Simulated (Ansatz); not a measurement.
# CH₇NOSi: up Jacob's ladder to CCSD(T)

Aim: compute CH₇NOSi with functionals from several rungs and with coupled cluster. The yardstick is the atomisation energy at the CCSD(T) limit.

Computed with Ansatz 0.2.0, Gaussian basis. Level: functionals in def2-TZVPP, the program's frozen cores in correlated methods.

The runs, in order: PBE-D4, r2SCAN-D4, PBE0-D4, B3LYP-D4, ωB97X-V, ωB97M-V, B2PLYP; CCSD(T)/def2-TZVPP; CCSD(T)/def2-QZVPP; extrapolation to the limit.

## (1) The geometry

The geometry comes from an earlier relaxation with PBE0-D4 in a triple-zeta def2 set; it is a stationary point, not always the lowest conformer.

SMILES `CO[SiH2]N`, 11 atoms, charge 0, spin multiplicity 1.

Atoms are counted from 1 here; the program's logs count them from 0.

Bond lengths: C1–O2 1.406 Å, C1–H5 1.096 Å, C1–H6 1.097 Å, C1–H7 1.092 Å, O2–Si3 1.645 Å, Si3–N4 1.706 Å, Si3–H8 1.489 Å, Si3–H9 1.479 Å, N4–H10 1.005 Å, N4–H11 1.006 Å. Angles: O2–C1–H5 111.5°, O2–C1–H6 111.6°, O2–C1–H7 108.5°, H5–C1–H6 108.4°, H5–C1–H7 108.4°, H6–C1–H7 108.3°, C1–O2–Si3 122.7°, O2–Si3–N4 116.5°, O2–Si3–H8 109.1°, O2–Si3–H9 103.1°, N4–Si3–H8 105.0°, N4–Si3–H9 109.9°, H8–Si3–H9 113.6°, Si3–N4–H10 122.3°, Si3–N4–H11 123.2°, H10–N4–H11 112.3°.

## (2) PBE-D4 (GGA)

Contents of in.yaml:

```yaml
crystal:
  periodic: [false, false, false]
  atoms:
    - {symbol: C, position_ang: [0.090928, 1.727876, 0.011210]}
    - {symbol: O, position_ang: [-0.473372, 0.707384, 0.796958]}
    - {symbol: Si, position_ang: [-0.687311, -0.826325, 0.242262]}
    - {symbol: N, position_ang: [0.723422, -1.682180, -0.190156]}
    - {symbol: H, position_ang: [1.139802, 1.517096, -0.227449]}
    - {symbol: H, position_ang: [-0.457819, 1.864701, -0.929195]}
    - {symbol: H, position_ang: [0.045799, 2.662391, 0.573553]}
    - {symbol: H, position_ang: [-1.508738, -0.784462, -0.998383]}
    - {symbol: H, position_ang: [-1.357940, -1.502437, 1.373549]}
    - {symbol: H, position_ang: [1.076060, -1.695774, -1.131208]}
    - {symbol: H, position_ang: [1.409168, -1.988270, 0.478849]}
basis:
  gaussian: {orbitals: def2-TZVPP}
hamiltonian: {xc: pbe, dispersion: d4}
output: {forces: true, orbitals: {seedname: orbitals}}
```

On the command line:

```
$ ansatz run in.yaml --threads 2 --pin off --events-out ev --progress --plain --max-ram 32768MiB --backend cpu
```

Further steps of the session: r2SCAN-D4 (meta-GGA); PBE0-D4 (hybrid); B3LYP-D4 (hybrid); ωB97X-V (range-separated); ωB97M-V (range-separated); B2PLYP (double hybrid); CCSD(T) in def2-TZVPP; CCSD(T) in def2-QZVPP.

**Question.** What will the summary of the whole plan be? Wanted: atomisation energy, CCSD(T)/CBS; farthest; mean size of error, hybrid; mean size of error, range-separated; gap, smallest and largest; T1 diagnostic; triples share of the correlation energy.

**Answer**, as computed:

| quantity | value |
| --- | --- |
| atomisation energy, CCSD(T)/CBS | 3953.7 kJ/mol |
| functionals within 19.8 kJ/mol (0.5 %) | r2SCAN-D4, B3LYP-D4, ωB97X-V, ωB97M-V |
| farthest | B2PLYP (-44.5 kJ/mol) |
| mean size of error, hybrid | 17.9 kJ/mol |
| mean size of error, range-separated | 8.9 kJ/mol |
| gap, smallest and largest | 6.02 eV (PBE-D4), 12.69 eV (ωB97X-V) |
| T1 diagnostic | 0.0107 |
| triples share of the correlation energy | 3.4 % |

In words: PBE-D4 misses by +28.6 kJ/mol. Double hybrids carry the basis error of their MP2 part in triple zeta, and no dispersion term here, so their miss is partly the set-up's. The reference freezes the cores and leaves out relativity and excitations past (T), so misses under about 19.8 kJ/mol can't be ranked. Hartree-Fock recovers 72 % of the binding; the rest is correlation. The gap grows from 6.0 to 12.7 eV across the functionals, mostly with the share of exact exchange.
